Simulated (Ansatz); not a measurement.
# GeH₂ + CH₄: a complex and its separated parts

Aim: how far the complex at one end of a reaction step lies below its separated, relaxed parts, level by level.

Computed with Ansatz 0.2.0, Gaussian basis. Level: PBE0-D4/def2-TZVP structures, single points in def2-TZVPP, no counterpoise correction.

Levels: SPW92, PBE-D4, BLYP-D4, r2SCAN-D4, B97M-V, PBE0-D4, B3LYP-D4, r2SCAN0-D4, BHLYP-D4, CAM-B3LYP-D4, wB97X-V, wB97M-V, B2PLYP, PBE-QIDH, RPA on PBE, Hartree-Fock, MP2, CCSD, CCSD(T).

Correlated methods freeze the cores. Filled d shells of the heavier atoms are correlated. B3LYP uses VWN-RPA correlation. B2PLYP carries no dispersion term here.

21 further runs of the same task are left out: 21 set aside as unsound or not needed.

### Step 1. The starting structure

The complex: 8 atoms, charge 0, spin multiplicity 1.

Atoms are counted from 1 here; the program's logs count them from 0.

Bond lengths: Ge1–H5 1.595 Å, Ge1–H6 1.595 Å, H2–C3 1.104 Å, C3–H4 1.091 Å, C3–H7 1.088 Å, C3–H8 1.088 Å. Angles: H5–Ge1–H6 90.7°, H2–C3–H4 104.3°, H2–C3–H7 111.5°, H2–C3–H8 111.5°, H4–C3–H7 109.4°, H4–C3–H8 109.4°, H7–C3–H8 110.6°.

As a file:

```
Ge   -0.1828    0.7917    1.6354
H    -0.4182   -0.1172   -0.4060
C     0.5465   -0.4718   -0.8095
H     0.2942   -0.8821   -1.7889
H    -1.4113   -0.2227    1.7165
H    -1.0545    1.8108    0.7716
H     0.9739   -1.2558   -0.1878
H     1.2523    0.3472   -0.9312
```

Its parts: GeH₂ holds atoms 1, 5, 6; CH₄ holds atoms 2, 3, 4, 7, 8. Each part counts its atoms afresh in its own runs.

### Step 2. Relaxing GeH₂ alone

File relax-a/in.yaml:

```yaml
crystal:
  periodic: [false, false, false]
  atoms:
    - {symbol: Ge, position_ang: [-0.182794, 0.791657, 1.635362]}
    - {symbol: H, position_ang: [-1.411308, -0.222692, 1.716529]}
    - {symbol: H, position_ang: [-1.054495, 1.810830, 0.771590]}
basis:
  gaussian: {orbitals: def2-TZVP}
hamiltonian: {xc: pbe0, dispersion: d4}
relax: {f_tol: 0.005, max_steps: 200}
```

The command line of these runs was not kept.

Output, shortened:

```text
Functional definition: PBE0
  name "PBE0"
  cite "Adamo & Barone, J. Chem. Phys. 110, 6158 (1999) doi:10.1063/1.478522"
  cite "Perdew, Burke & Ernzerhof, Phys. Rev. Lett. 77, 3865 (1996) doi:10.1103/PhysRevLett.77.3865"
  parent pbe
[...]
489 factors; their error is unknown
[...]
mean field -56541.87407363 eV, -2077.8755467471 hartree, gradient 1.1e-5 eV, S^2 0.000000; 0 other end points of the search recorded, 0 dependent functions left out
[...]
reference -56541.87409265 eV, -2077.8755474462 hartree; 17, 17 occupied and 43, 43 virtual orbitals, 489 factors
relax step   1: F+E_penalty+E_count = -56541.89293186 eV  Δ(F+E_penalty+E_count) = +0.000e0 eV  max|allowed force component| = 1.194e-2 eV/Å  Δτ_max = 0.0000 Å  (23 SCF iters, accepted)
[...]
relax step   3: F+E_penalty+E_count = -56541.89295134 eV  Δ(F+E_penalty+E_count) = -1.160e-5 eV  max|allowed force component| = 5.161e-3 eV/Å  Δτ_max = 0.0015 Å  (17 SCF iters, accepted)
[...]
relax step   4: F+E_penalty+E_count = -56541.89295229 eV  Δ(F+E_penalty+E_count) = -9.537e-7 eV  max|allowed force component| = 1.363e-4 eV/Å  Δτ_max = 0.0002 Å  (17 SCF iters, accepted)
489 factors; their error is unknown
[...]
mean field -56541.87409502 eV, -2077.8755475331 hartree, gradient 2.8e-5 eV, S^2 0.000000; 1 other end points of the search recorded, 0 dependent functions left out
[...]
reference -56541.87411404 eV, -2077.8755482322 hartree; 17, 17 occupied and 43, 43 virtual orbitals, 489 factors
Total energy: -56541.89297131 eV, -2077.8762412242 hartree
Atom 0 at    -0.182595     0.791651     1.635439 Å, force     0.000136    -0.000001     0.000051 eV/Å
Atom 1 at    -1.411137    -0.221166     1.715784 Å, force    -0.000083    -0.000088     0.000016 eV/Å
Atom 2 at    -1.054865     1.809310     0.772258 Å, force    -0.000053     0.000089    -0.000067 eV/Å
Dipole moment:     0.029130    -0.000067     0.010855 e Å
```

Run time: 2.4 s. Hardware: 2 threads, shared host; peak memory 0.1 GiB.

The steps of the relaxation:

```
step  energy from step 1 (eV)  largest force component (eV/Å)
   1                   0.0000                          0.0119
   2                   0.0000                          0.0088
   3                   0.0000                          0.0052
   4                   0.0000                          0.0001
```

Distances of close pairs at the start and the end, largest changes first:

```
  bond  before (Å)  after (Å)  change (Å)
Ge1–H2       1.595      1.594      -0.001
Ge1–H3       1.595      1.594      -0.001
```

### Step 3. Relaxing CH₄ alone

File relax-b/in.yaml:

```yaml
crystal:
  periodic: [false, false, false]
  atoms:
    - {symbol: H, position_ang: [-0.418229, -0.117243, -0.405977]}
    - {symbol: C, position_ang: [0.546529, -0.471828, -0.809487]}
    - {symbol: H, position_ang: [0.294191, -0.882143, -1.788920]}
    - {symbol: H, position_ang: [0.973899, -1.255813, -0.187792]}
    - {symbol: H, position_ang: [1.252308, 0.347232, -0.931206]}
basis:
  gaussian: {orbitals: def2-TZVP}
hamiltonian: {xc: pbe0, dispersion: d4}
relax: {f_tol: 0.005, max_steps: 200}
```

Output, shortened:

```text
[... 5 set-up lines as earlier in the session ...]
[...]
356 factors; their error is unknown
[...]
mean field -1101.33458626 eV, -40.4732995336 hartree, gradient 8.2e-5 eV, S^2 0.000000; 0 other end points of the search recorded, 0 dependent functions left out
[...]
reference -1101.33460659 eV, -40.4733002808 hartree; 5, 5 occupied and 50, 50 virtual orbitals, 356 factors
relax step   1: F+E_penalty+E_count = -1101.35368575 eV  Δ(F+E_penalty+E_count) = +0.000e0 eV  max|allowed force component| = 7.340e-1 eV/Å  Δτ_max = 0.0000 Å  (20 SCF iters, accepted)
[...]
356 factors; their error is unknown
[...]
mean field -1101.35638627 eV, -40.4741006693 hartree, gradient 2.2e-5 eV, S^2 0.000000; 1 other end points of the search recorded, 0 dependent functions left out
[...]
reference -1101.35640655 eV, -40.4741014144 hartree; 5, 5 occupied and 50, 50 virtual orbitals, 356 factors
Total energy: -1101.37549660 eV, -40.4748029609 hartree
Atom 0 at    -0.393667    -0.108468    -0.377959 Å, force    -0.000159     0.000106     0.000168 eV/Å
Atom 1 at     0.529773    -0.475961    -0.824669 Å, force    -0.002908     0.000423    -0.000177 eV/Å
Atom 2 at     0.316140    -0.894684    -1.807663 Å, force    -0.000282    -0.000694    -0.001604 eV/Å
Atom 3 at     0.959784    -1.247606    -0.186850 Å, force     0.001307    -0.002037     0.001790 eV/Å
Atom 4 at     1.236668     0.346924    -0.926242 Å, force     0.002042     0.002202    -0.000177 eV/Å
Dipole moment:     0.000003    -0.000001    -0.000002 e Å
```

It took 1.2 s on 2 threads, shared host; peak memory 0.09 GiB.

Relaxation path:

```
step  energy from step 1 (eV)  largest force component (eV/Å)
   1                   0.0000                          0.7340
   2                  -0.0202                          0.2988
   3                  -0.0218                          0.0029
```

Close pairs (by a distance rule), those that changed most:

```
 bond  before (Å)  after (Å)  change (Å)
H1–C2       1.104      1.090      -0.015
C2–H3       1.091      1.090      -0.002
C2–H4       1.088      1.090      +0.002
C2–H5       1.088      1.090      +0.002
```

### Step 4. wB97M-V/def2-TZVPP

File parta/in.yaml:

```yaml
crystal:
  periodic: [false, false, false]
  atoms:
    - {symbol: Ge, position_ang: [-0.182595, 0.791651, 1.635439]}
    - {symbol: H, position_ang: [-1.411137, -0.221166, 1.715784]}
    - {symbol: H, position_ang: [-1.054865, 1.809310, 0.772258]}
basis:
  gaussian: {orbitals: def2-TZVPP}
hamiltonian: {xc: {name: wB97M-V}}
```

File partb/in.yaml:

```yaml
crystal:
  periodic: [false, false, false]
  atoms:
    - {symbol: H, position_ang: [-0.393667, -0.108468, -0.377959]}
    - {symbol: C, position_ang: [0.529773, -0.475961, -0.824669]}
    - {symbol: H, position_ang: [0.316140, -0.894684, -1.807663]}
    - {symbol: H, position_ang: [0.959784, -1.247606, -0.186850]}
    - {symbol: H, position_ang: [1.236668, 0.346924, -0.926242]}
basis:
  gaussian: {orbitals: def2-TZVPP}
hamiltonian: {xc: {name: wB97M-V}}
```

parta printed, shortened:

```text
Functional definition: wB97M-V
  name "wB97M-V"
  cite "Mardirossian & Head-Gordon, J. Chem. Phys. 144, 214110 (2016) doi:10.1063/1.4952647"
  cite "Becke, J. Chem. Phys. 107, 8554 (1997) doi:10.1063/1.475007"
  cite "Vydrov & Van Voorhis, J. Chem. Phys. 133, 244103 (2010) doi:10.1063/1.3521275"
  # Of w^i u^j: cxij and so on, Table III.
[...]
  gx(w, u) = 1 - cx + cx01*u + cx10*w
  gss(w, u) = css00 + css04*u^4 + css10*w + css20*w^2 + css43*w^4*u^3
  gos(w, u) = cos00 + cos10*w + (cos20 + cos21*u)*w^2 + (cos60 + cos61*u)*w^6
[...]
      + integral(e_c_pw_mod_opposite_spin*gos(b97_w_opposite, b97_u_opposite)) + vv10(b, c)
504 factors; their error is unknown
106 factors; integrals over basis functions are off by at most 8.5e-5 eV
[...]
mean field -56545.81781794 eV, -2078.0204766775 hartree, gradient 1.4e-5 eV, S^2 0.000000; 0 other end points of the search recorded, 0 dependent functions left out
reference -56545.81784912 eV, -2078.0204778234 hartree; 17, 17 occupied and 59, 59 virtual orbitals, 504 factors
Total energy: -56545.81784912 eV, -2078.0204778234 hartree
```

Output in partb, shortened:

```text
[... 5 set-up lines as earlier in the session ...]
  # Of w^i u^j: cxij and so on, Table III.
[...]
  gx(w, u) = 1 - cx + cx01*u + cx10*w
  gss(w, u) = css00 + css04*u^4 + css10*w + css20*w^2 + css43*w^4*u^3
  gos(w, u) = cos00 + cos10*w + (cos20 + cos21*u)*w^2 + (cos60 + cos61*u)*w^6
[...]
      + integral(e_c_pw_mod_opposite_spin*gos(b97_w_opposite, b97_u_opposite)) + vv10(b, c)
416 factors; their error is unknown
123 factors; integrals over basis functions are off by at most 1.3e-5 eV
[...]
mean field -1101.86519555 eV, -40.4927990654 hartree, gradient 1.9e-5 eV, S^2 0.000000; 0 other end points of the search recorded, 0 dependent functions left out
reference -1101.86522810 eV, -40.4928002615 hartree; 5, 5 occupied and 82, 82 virtual orbitals, 416 factors
Total energy: -1101.86522810 eV, -40.4928002615 hartree
```

Wall times: 1.7 s (parta), 1.4 s (partb) on 2 threads, shared host; peak memory 0.14 GiB.

### Step 5. CCSD(T)/def2-TZVPP

Each input of step 4 (parta, partb) changes in the same lines:

```diff
-hamiltonian: {xc: {name: wB97M-V}}
+correlation: {method: ccsd_t}
```

Output in parta, shortened:

```text
Functional definition: HF
  name "HF"
  cite "Fock, Z. Phys. 61, 126 (1930) doi:10.1007/BF01340294"
[... 1 set-up line as earlier in the session ...]
[...]
469 factors; integrals over basis functions are off by at most 9.3e-4 eV
[...]
mean field -56503.79774911 eV, -2076.4762676301 hartree, gradient 2.7e-6 eV, S^2 0.000000; 0 other end points of the search recorded, 0 dependent functions left out; unrestricted orbitals would lower it
9 core orbitals not correlated: weight in the atoms' cores, before any rotation towards them, 1.000 or more for the frozen orbitals, at most 0.000 for the correlated occupied ones
reference -56503.79774911 eV, -2076.4762676301 hartree; 8, 8 occupied and 59, 59 virtual orbitals, 469 factors
second order -6.50232348 eV of doubles, -0.00000000 eV of singles
cycle   1  -6.61153062 eV  change   -1.1e-1 eV  update   7.3e-2
[...]
cycle   9  -6.94898577 eV  change    1.0e-5 eV  update   1.3e-5
perturbative correction -0.22173279 eV, -0.0081485298 hartree
Total energy: -56510.96846767 eV, -2076.7397866767 hartree
```

Log of partb, shortened:

```text
[... 4 set-up lines as earlier in the session ...]
[...]
482 factors; integrals over basis functions are off by at most 1.2e-3 eV
[...]
mean field -1094.28762982 eV, -40.2143286610 hartree, gradient 9.6e-7 eV, S^2 0.000000; 0 other end points of the search recorded, 0 dependent functions left out
1 core orbitals not correlated: weight in the atoms' cores, before any rotation towards them, 1.000 or more for the frozen orbitals, at most 0.000 for the correlated occupied ones
reference -1094.28762982 eV, -40.2143286610 hartree; 4, 4 occupied and 82, 82 virtual orbitals, 482 factors
second order -5.38050170 eV of doubles, -0.00000000 eV of singles
cycle   1  -5.77365566 eV  change   -3.9e-1 eV  update   4.2e-2
[...]
cycle   8  -5.93353357 eV  change   -2.1e-7 eV  update   1.3e-6
perturbative correction -0.16937428 eV, -0.0062243901 hartree
Total energy: -1100.39053767 eV, -40.4386063880 hartree
```

Times: 1.3 s (parta), 1.2 s (partb) on 2 threads, shared host; peak memory 0.19 GiB.

### Step 6. Vibrations of GeH₂

File vib-parta/in.yaml:

```yaml
crystal:
  periodic: [false, false, false]
  atoms:
    - {symbol: Ge, position_ang: [-0.182595, 0.791651, 1.635439]}
    - {symbol: H, position_ang: [-1.411137, -0.221166, 1.715784]}
    - {symbol: H, position_ang: [-1.054865, 1.809310, 0.772258]}
basis:
  gaussian: {orbitals: def2-TZVP}
hamiltonian: {xc: pbe0, dispersion: d4}
phonons: {temperatures: {t_min: 298.15, t_max: 900, t_step: 200}}
```

Output, shortened:

```text
[... 5 set-up lines as earlier in the session ...]
[...]
489 factors; their error is unknown
[...]
mean field -56541.87409502 eV, -2077.8755475331 hartree, gradient 1.1e-5 eV, S^2 0.000000; 0 other end points of the search recorded, 0 dependent functions left out
[...]
reference -56541.87411404 eV, -2077.8755482322 hartree; 17, 17 occupied and 43, 43 virtual orbitals, 489 factors
[...]
489 factors; their error is unknown
[...]
mean field -56541.87406227 eV, -2077.8755463298 hartree, gradient 4.5e-7 eV, S^2 0.000000; 0 other end points of the search recorded, 0 dependent functions left out
[...]
reference -56541.87408130 eV, -2077.8755470290 hartree; 17, 17 occupied and 43, 43 virtual orbitals, 489 factors
[...]
reference -56541.87410060 eV, -2077.8755477384 hartree; 17, 17 occupied and 43, 43 virtual orbitals, 489 factors
[...]
489 factors; their error is unknown
mean field -56541.87407924 eV, -2077.8755469535 hartree, gradient 2.3e-6 eV, S^2 0.000000; 0 other end points of the search recorded, 0 dependent functions left out
[...]
reference -56541.87409827 eV, -2077.8755476526 hartree; 17, 17 occupied and 43, 43 virtual orbitals, 489 factors
Total energy: -56541.89297131 eV, -2077.8762412242 hartree
Atom 0 at    -0.182595     0.791651     1.635439 Å, force     0.000149    -0.000000     0.000056 eV/Å
Atom 1 at    -1.411137    -0.221166     1.715784 Å, force    -0.000091    -0.000093     0.000015 eV/Å
Atom 2 at    -1.054865     1.809310     0.772258 Å, force    -0.000058     0.000093    -0.000071 eV/Å
Dipole moment:     0.029130    -0.000067     0.010855 e Å
Vibrations: 934.41 1927.82 1937.27 cm⁻¹, zero-point energy 0.297531 eV
```

It took 2.3 s on 2 threads, shared host; peak memory 0.11 GiB.

The modes, with what each moves most:

```
mode  wavenumber (cm⁻¹)     character
   1                934          bend
   2               1928  Ge–H stretch
   3               1937  Ge–H stretch
```

Vibrational sums (real modes only):

```
T (K)  entropy (J/mol/K)  heat capacity (J/mol/K)
  298                0.5                      2.0
  498                2.6                      6.6
  698                5.6                     11.3
  898                8.9                     14.8
```

### Step 7. Vibrations of CH₄

File vib-partb/in.yaml:

```yaml
crystal:
  periodic: [false, false, false]
  atoms:
    - {symbol: H, position_ang: [-0.393667, -0.108468, -0.377959]}
    - {symbol: C, position_ang: [0.529773, -0.475961, -0.824669]}
    - {symbol: H, position_ang: [0.316140, -0.894684, -1.807663]}
    - {symbol: H, position_ang: [0.959784, -1.247606, -0.186850]}
    - {symbol: H, position_ang: [1.236668, 0.346924, -0.926242]}
basis:
  gaussian: {orbitals: def2-TZVP}
hamiltonian: {xc: pbe0, dispersion: d4}
phonons: {temperatures: {t_min: 298.15, t_max: 900, t_step: 200}}
```

Output, shortened:

```text
[... 5 set-up lines as earlier in the session ...]
[...]
356 factors; their error is unknown
[...]
mean field -1101.35639234 eV, -40.4741008923 hartree, gradient 1.6e-5 eV, S^2 0.000000; 0 other end points of the search recorded, 0 dependent functions left out
[...]
reference -1101.35641224 eV, -40.4741016237 hartree; 5, 5 occupied and 50, 50 virtual orbitals, 356 factors
[... from here to the last solve, the lines of the solves are left out (17 solves) ...]
356 factors; their error is unknown
mean field -1101.35634357 eV, -40.4740991001 hartree, gradient 1.4e-6 eV, S^2 0.000000; 0 other end points of the search recorded, 0 dependent functions left out
[...]
reference -1101.35636347 eV, -40.4740998314 hartree; 5, 5 occupied and 50, 50 virtual orbitals, 356 factors
Total energy: -1101.37550229 eV, -40.4748031702 hartree
Atom 0 at    -0.393667    -0.108468    -0.377959 Å, force    -0.000147     0.000099     0.000158 eV/Å
Atom 1 at     0.529773    -0.475961    -0.824669 Å, force    -0.002876     0.000404    -0.000205 eV/Å
Atom 2 at     0.316140    -0.894684    -1.807663 Å, force    -0.000284    -0.000674    -0.001559 eV/Å
Atom 3 at     0.959784    -1.247606    -0.186850 Å, force     0.001287    -0.002022     0.001780 eV/Å
Atom 4 at     1.236668     0.346924    -0.926242 Å, force     0.002019     0.002193    -0.000174 eV/Å
Dipole moment:     0.000004    -0.000002    -0.000002 e Å
Vibrations: 1326.22 1326.29 1326.36 1551.01 1551.02 3047.40 3167.96 3168.39 3168.61 cm⁻¹, zero-point energy 1.217107 eV
```

Wall time 4.1 s (2 threads, shared host); peak memory 0.09 GiB.

Wavenumbers and character of the modes:

```
mode  wavenumber (cm⁻¹)    character
   1               1326         bend
   2               1326         bend
   3               1326         bend
   4               1551         bend
   5               1551         bend
   6               3047  C–H stretch
   7               3168  C–H stretch
   8               3168  C–H stretch
   9               3169  C–H stretch
```

Vibrational sums (real modes only):

```
T (K)  entropy (J/mol/K)  heat capacity (J/mol/K)
  298                0.4                      2.2
  498                3.7                     12.5
  698                9.8                     23.6
  898               16.9                     33.1
```

### Step 8. Complex less separated parts

The complex's own energies come from single points at the same levels. Levels not printed above were run the same way.

Rows are in def2-TZVPP; times add the 3 runs of a level on a shared host, so small differences are noise.

Differences are taken before rounding.

```
      method                    rung  complex less parts (kJ/mol)  from CCSD(T) (kJ/mol)   time
       SPW92                     LDA                        -38.0                  -27.2  1.7 s
      PBE-D4                     GGA                        -20.1                   -9.3  2.5 s
     BLYP-D4                     GGA                        -13.6                   -2.7  2.5 s
   r2SCAN-D4                meta-GGA                        -18.6                   -7.8  5.6 s
      B97M-V                meta-GGA                        -13.6                   -2.7   11 s
     PBE0-D4                  hybrid                        -17.1                   -6.3  3.3 s
    B3LYP-D4                  hybrid                        -12.4                   -1.6  3.1 s
  r2SCAN0-D4                  hybrid                        -16.7                   -5.9  5.7 s
    BHLYP-D4                  hybrid                        -10.5                   +0.4    3 s
CAM-B3LYP-D4  range-separated hybrid                        -11.8                   -1.0  3.8 s
     wB97X-V  range-separated hybrid                        -11.9                   -1.0  8.9 s
     wB97M-V  range-separated hybrid                        -13.4                   -2.6   10 s
      B2PLYP           double hybrid                         -6.8                   +4.0    5 s
    PBE-QIDH           double hybrid                        -13.2                   -2.3  5.5 s
  RPA on PBE                     RPA                         -4.8                   +6.1  4.8 s
Hartree-Fock            wavefunction                         12.0                  +22.9       
         MP2            wavefunction                        -13.8                   -3.0       
        CCSD            wavefunction                         -7.4                   +3.5       
     CCSD(T)            wavefunction                        -10.8                      0   36 s
```

Among the levels timed on like hardware and quicker than the yardstick, those that no quicker one beats, quickest first: SPW92 (1.7 s, -27.2 kJ/mol); PBE-D4 (2.5 s, -9.3 kJ/mol); BLYP-D4 (2.5 s, -2.7 kJ/mol); BHLYP-D4 (3 s, +0.4 kJ/mol).

For cost: BHLYP-D4 gets within 0.4 kJ/mol in 3 s, where CCSD(T) took 36 s; the quickest level in the cost chart, SPW92, takes 1.7 s and misses by 27.2 kJ/mol.

The complex's zero-point energy, from a separate PBE0-D4 run, is 1.588 eV.

### Step 9. Outcome

| quantity | value |
| --- | --- |
| complex less parts, CCSD(T)/def2-TZVPP | -10.8 kJ/mol |
| with zero-point energy | -3.8 kJ/mol |
| largest T1 diagnostic | 0.012 |

**Reading.** At CCSD(T) the complex lies 10.8 kJ/mol below its parts. Among the functionals BHLYP-D4 lands nearest to CCSD(T) (+0.4 kJ/mol) and SPW92 farthest (-27.2 kJ/mol). Mean unsigned error by rung: LDA 27.2, GGA 6.0, meta-GGA 5.3, hybrid 3.5, range-separated hybrid 1.6, double hybrid 3.2 kJ/mol. PBE-D4 gives a relative energy 9.3 kJ/mol too low, an error of 85 % of the reference. The complex's frequency run has imaginary modes: the structure is no minimum, so both the energy and the zero-point correction are in doubt. No counterpoise was applied, and triple zeta lacks some correlation, so the CCSD(T) reference has a basis error of its own, and close matches with it are partly luck. The restricted Hartree–Fock reference is unstable towards an unrestricted one at one or more of these structures.
